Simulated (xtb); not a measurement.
# C4H8F2O2Si2 (SMILES CO[SiH](F)C#C[SiH](F)OC) at GFN2-xTB

Aim: a geometry optimisation of C4H8F2O2Si2. 

The calculation is run with xtb 6.7.1.

1 further run of the same task is left out (set aside as unsound or not needed).

### 1 The molecule

C4H8F2O2Si2 has 18 atoms, charge 0, and is taken as a singlet. SMILES: `CO[SiH](F)C#C[SiH](F)OC`. All atoms were displaced at random from a relaxed shape. The run starts from this shape.

Some bond lengths: C1–O2 1.519 Å, O2–Si3 1.609 Å, Si3–F4 1.502 Å, Si3–C5 1.909 Å, C5–C6 1.227 Å, C6–Si7 1.931 Å, Si7–F8 1.625 Å, Si7–O9 1.555 Å, O9–C10 1.485 Å, C1–H11 1.096 Å, C1–H12 1.057 Å, C1–H13 1.093 Å, Si3–H14 1.504 Å, Si7–H15 1.564 Å, C10–H16 1.147 Å, C10–H17 1.093 Å. Some angles: C1–O2–Si3 127.8°, O2–Si3–F4 115.3°, O2–Si3–C5 105.8°, F4–Si3–C5 104.8°, Si3–C5–C6 173.1°, C5–C6–Si7 173.4°, C6–Si7–F8 105.5°, C6–Si7–O9 104.6°, F8–Si7–O9 120.5°, Si7–O9–C10 128.4°.

### 2 A structure relaxation at GFN2-xTB

Contents of xcontrol:

```
$opt
   engine=lbfgs
$end
```

Contents of mol.coord:

```
$coord
     -0.562174624815      2.320319119383     -6.264631075747  c
      2.005755308678      1.083625651644     -5.922250496487  o
      2.748927901709     -1.179718225081     -4.033752693842  si
      1.325435006551     -3.604123459409     -4.425379535910  f
      1.786679359050     -0.069598613170     -0.739279757215  c
      0.945978000726      0.474585818939      1.352401398350  c
     -0.226370292469      1.716797286961      4.577030057411  si
     -2.695807700346      3.431818231365      3.947978025046  f
     -0.466176537684     -0.686027275023      6.252026602496  o
     -1.989087924259     -2.995291496577      5.779462790510  c
     -1.794294955332      0.968938173141     -7.238104591587  h
     -0.194018181215      3.850090211790     -7.493708947203  h
     -1.133760085730      2.883098456558     -4.362092607996  h
      5.591000404102     -1.233367549760     -4.053500331845  h
      1.959948347417      3.332191870075      5.739079343227  h
     -1.483264932480     -4.582737030307      7.166332793373  h
     -1.552523394948     -3.652802804379      3.871179555341  h
     -4.038004577623     -2.365653649113      5.655005427943  h
$end
```

Launch:

```console
xtb mol.coord --gfn2 -I xcontrol -o tight --parallel 1 | tee run.log
```

Q: Predict the results. Wanted: total energy at the end; dipole moment; HOMO energy; LUMO energy; HOMO–LUMO gap; dispersion energy; mean polarisability.

Computed results:

Level: GFN2-xTB.

```
                      quantity          value
       total energy at the end   -33.85083 Eh
                 dipole moment         0.05 D
                   HOMO energy      -11.33 eV
                   LUMO energy       -6.73 eV
                 HOMO–LUMO gap        4.60 eV
             dispersion energy  -32.48 kJ/mol
mean polarisability (D4 model)    115.6 bohr³
```

**Reading.** At the final geometry: Some bond lengths: C1–O2 1.400 Å, O2–Si3 1.608 Å, Si3–F4 1.616 Å, Si3–C5 1.853 Å, C5–C6 1.210 Å, C6–Si7 1.853 Å, Si7–F8 1.616 Å, Si7–O9 1.608 Å, O9–C10 1.400 Å, C1–H11 1.092 Å, C1–H12 1.091 Å, C1–H13 1.092 Å, Si3–H14 1.442 Å, Si7–H15 1.442 Å, C10–H16 1.090 Å, C10–H17 1.092 Å. Some angles: C1–O2–Si3 132.9°, O2–Si3–F4 110.2°, O2–Si3–C5 113.8°, F4–Si3–C5 104.2°, Si3–C5–C6 177.9°, C5–C6–Si7 177.8°, C6–Si7–F8 104.2°, C6–Si7–O9 113.8°, F8–Si7–O9 110.2°, Si7–O9–C10 132.8°. The optimisation took 23 steps and changed the energy by -1.267 eV.
